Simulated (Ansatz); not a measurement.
**C₆H₁₈AlN₃: basis-set convergence**

One table from this session's results is given with a row withheld; the runs are named, their logs left out.

Computed with Ansatz 0.2.0, Gaussian basis. Level: one geometry, several basis sets.

The runs, in order: PBE0-D4/def2-SVP; ωB97M-V/def2-SVP; PBE0-D4/def2-QZVPP; ωB97M-V/def2-QZVPP; the functionals' def2-TZVPP values are taken from earlier runs.

## The relaxed structure

The geometry comes from an earlier relaxation with PBE0-D4 in a triple-zeta def2 set; it is a stationary point, not always the lowest conformer.

SMILES `C[N](C)[Al]([N](C)C)[N](C)C`, 28 atoms, charge 0, spin multiplicity 1.

Atoms are counted from 1 here; the program's logs count them from 0.

Bond lengths: C1–N2 1.440 Å, C1–H11 1.093 Å, C1–H12 1.101 Å, C1–H13 1.101 Å, N2–C3 1.440 Å, N2–Al4 1.778 Å, C3–H14 1.093 Å, C3–H15 1.101 Å, C3–H16 1.101 Å, Al4–N5 1.778 Å, Al4–N8 1.778 Å, N5–C6 1.440 Å, N5–C7 1.440 Å, C6–H17 1.101 Å, C6–H18 1.093 Å, C6–H19 1.101 Å, C7–H20 1.093 Å, C7–H21 1.101 Å and more. Angles: N2–C1–H11 111.0°, N2–C1–H12 112.0°, N2–C1–H13 111.6°, H11–C1–H12 107.7°, H11–C1–H13 107.4°, H12–C1–H13 106.9°, C1–N2–C3 112.3°, C1–N2–Al4 123.8°, C3–N2–Al4 123.9°, N2–C3–H14 111.0°, N2–C3–H15 112.0°, N2–C3–H16 111.6°, H14–C3–H15 107.7°, H14–C3–H16 107.4°, H15–C3–H16 106.9°, N2–Al4–N5 120.0°, N2–Al4–N8 120.0°, N5–Al4–N8 120.0° and more.

Coordinates:

```mol
C6H18AlN3
  3D, bonds by distance, orders not assigned

 28 27  0  0  0  0  0  0  0  0999 V2000
   -2.5577    0.1234   -1.2429 C   0  0
   -1.6440   -0.5743   -0.3751 N   0  0
   -2.2119   -1.7884    0.1519 C   0  0
   -0.0035   -0.0014    0.0012 Al  0  0
    0.3636    1.7377   -0.0480 N   0  0
    1.6690    2.2746   -0.3344 C   0  0
   -0.6100    2.7710    0.1943 C   0  0
    1.2705   -1.1664    0.4268 N   0  0
    2.3974   -0.8510    1.2665 C   0  0
    1.2946   -2.5329   -0.0276 C   0  0
   -2.0990    1.0292   -1.6465 H   0  0
   -3.4792    0.4206   -0.7185 H   0  0
   -2.8628   -0.5007   -2.0968 H   0  0
   -1.5101   -2.2893    0.8230 H   0  0
   -2.4772   -2.4999   -0.6455 H   0  0
   -3.1317   -1.5914    0.7237 H   0  0
    2.0619    2.8729    0.5024 H   0  0
    2.3856    1.4746   -0.5349 H   0  0
    1.6525    2.9319   -1.2174 H   0  0
   -1.5868    2.3409    0.4286 H   0  0
   -0.7364    3.4316   -0.6776 H   0  0
   -0.3198    3.4115    1.0413 H   0  0
    2.3475    0.1831    1.6158 H   0  0
    2.4344   -1.4984    2.1560 H   0  0
    3.3547   -0.9791    0.7376 H   0  0
    1.2598   -3.2469    0.8100 H   0  0
    0.4428   -2.7438   -0.6786 H   0  0
    2.2092   -2.7545   -0.5988 H   0  0
  1  2  8  0
  2  3  8  0
  2  4  8  0
  4  5  8  0
  5  6  8  0
  5  7  8  0
  4  8  8  0
  8  9  8  0
  8 10  8  0
  1 11  8  0
  1 12  8  0
  1 13  8  0
  3 14  8  0
  3 15  8  0
  3 16  8  0
  6 17  8  0
  6 18  8  0
  6 19  8  0
  7 20  8  0
  7 21  8  0
  7 22  8  0
  9 23  8  0
  9 24  8  0
  9 25  8  0
 10 26  8  0
 10 27  8  0
 10 28  8  0
M  END
```

The first run:

in.yaml

```yaml
crystal:
  periodic: [false, false, false]
  atoms:
    - {symbol: C, position_ang: [-2.557660, 0.123350, -1.242892]}
    - {symbol: N, position_ang: [-1.644033, -0.574270, -0.375066]}
    - {symbol: C, position_ang: [-2.211891, -1.788417, 0.151935]}
    - {symbol: Al, position_ang: [-0.003458, -0.001386, 0.001245]}
    - {symbol: N, position_ang: [0.363587, 1.737684, -0.047993]}
    - {symbol: C, position_ang: [1.668972, 2.274645, -0.334409]}
    - {symbol: C, position_ang: [-0.610044, 2.770992, 0.194308]}
    - {symbol: N, position_ang: [1.270491, -1.166418, 0.426769]}
    - {symbol: C, position_ang: [2.397409, -0.851000, 1.266475]}
    - {symbol: C, position_ang: [1.294617, -2.532913, -0.027618]}
    - {symbol: H, position_ang: [-2.099004, 1.029192, -1.646492]}
    - {symbol: H, position_ang: [-3.479200, 0.420643, -0.718489]}
    - {symbol: H, position_ang: [-2.862806, -0.500723, -2.096830]}
    - {symbol: H, position_ang: [-1.510071, -2.289288, 0.823037]}
    - {symbol: H, position_ang: [-2.477222, -2.499941, -0.645541]}
    - {symbol: H, position_ang: [-3.131715, -1.591374, 0.723676]}
    - {symbol: H, position_ang: [2.061897, 2.872945, 0.502424]}
    - {symbol: H, position_ang: [2.385566, 1.474571, -0.534946]}
    - {symbol: H, position_ang: [1.652549, 2.931870, -1.217354]}
    - {symbol: H, position_ang: [-1.586768, 2.340898, 0.428568]}
    - {symbol: H, position_ang: [-0.736399, 3.431564, -0.677650]}
    - {symbol: H, position_ang: [-0.319791, 3.411479, 1.041269]}
    - {symbol: H, position_ang: [2.347492, 0.183074, 1.615772]}
    - {symbol: H, position_ang: [2.434367, -1.498392, 2.156029]}
    - {symbol: H, position_ang: [3.354742, -0.979119, 0.737593]}
    - {symbol: H, position_ang: [1.259792, -3.246886, 0.810032]}
    - {symbol: H, position_ang: [0.442787, -2.743779, -0.678562]}
    - {symbol: H, position_ang: [2.209194, -2.754501, -0.598792]}
basis:
  gaussian: {orbitals: def2-SVP}
hamiltonian: {xc: pbe0, dispersion: d4}
output: {orbitals: {seedname: orbitals}}
```

On the command line:

```bash
$ ansatz run in.yaml --threads 4 --pin off --events-out ev --progress --plain --max-ram 66560MiB --backend cpu
```

Among the steps run: PBE0-D4 in def2-SVP; ωB97M-V in def2-SVP; PBE0-D4 in def2-QZVPP; ωB97M-V in def2-QZVPP.

One table of the session follows, with a row left open; its other results are not shown here.

It belongs to the step «Functionals by basis». 

```
functional       basis  HOMO (eV)  LUMO (eV)
   PBE0-D4    def2-SVP      -5.77       0.69
   PBE0-D4  def2-TZVPP      -5.90       0.34
   PBE0-D4  def2-QZVPP      -5.93       0.14
   ωB97M-V    def2-SVP      -8.07       2.27
   ωB97M-V  def2-TZVPP          ?          ?
   ωB97M-V  def2-QZVPP      -8.22       1.29
```

Estimate the missing values for ωB97M-V, def2-TZVPP.

As computed: HOMO (eV): -8.20; LUMO (eV): 1.74. In the column «HOMO (eV)» it lies between ωB97M-V, def2-QZVPP (-8.22) and ωB97M-V, def2-SVP (-8.07).
